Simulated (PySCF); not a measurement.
# C4H9B: the cost of one run

The runs use PySCF 2.14.0, with density-fitted response routines of our own; the level of theory stands in each step. All values are computed, except where a source is named. Atoms count from 0, in the outputs and in this text.

### Step 1. Starting geometry

14 atoms, charge 0, multiplicity 1; geometry from: PBE0-D3(BJ)/def2-SVP.

Bonds of the start (Å): B0–C1 1.56, C1–C2 1.53, C2–C3 1.50, C3–C4 1.33, B0–H5 1.21, B0–H6 1.21, C1–H7 1.11, C1–H8 1.11, C2–H9 1.10, C2–H10 1.11, C3–H11 1.10, C4–H12 1.09, C4–H13 1.10.

### Step 2. Nuclear shieldings: HF/pcSseg-1

What the job is given:

```
{"job": {"kind": "nmr", "xc": "HF", "basis": "pcSseg-1", "pop": false}, "charge": 0, "multiplicity": 1}
B     -2.277650     0.625175     0.645304
C     -1.107863     0.018943    -0.182855
C      0.257648    -0.137042     0.489187
C      1.297953    -0.726487    -0.410093
C      2.436158    -0.132817    -0.771863
H     -3.362374     0.769540     0.125750
H     -2.144204     0.962889     1.802269
H     -1.022095     0.627369    -1.106906
H     -1.472250    -0.952538    -0.577917
H      0.604321     0.840152     0.864019
H      0.141635    -0.780459     1.380197
H      1.075331    -1.726521    -0.807559
H      3.148916    -0.619515    -1.442839
H      2.699542     0.865295    -0.405583
```

With the program's defaults for keys left out, this is: GIAO HF/pcSseg-1 NMR shielding, non-relativistic, gas phase.

The run is started by

```bash
$ OMP_NUM_THREADS=1 python probes_run.py task.json out
```

One launch serves the whole session: the jobs run in the order shown.

**Question.** How long does this first job take on 1 thread of Intel Xeon 6975P-C, shared host, and how much memory does it need?

About 2.8 s, with a peak of 0.6 GiB.
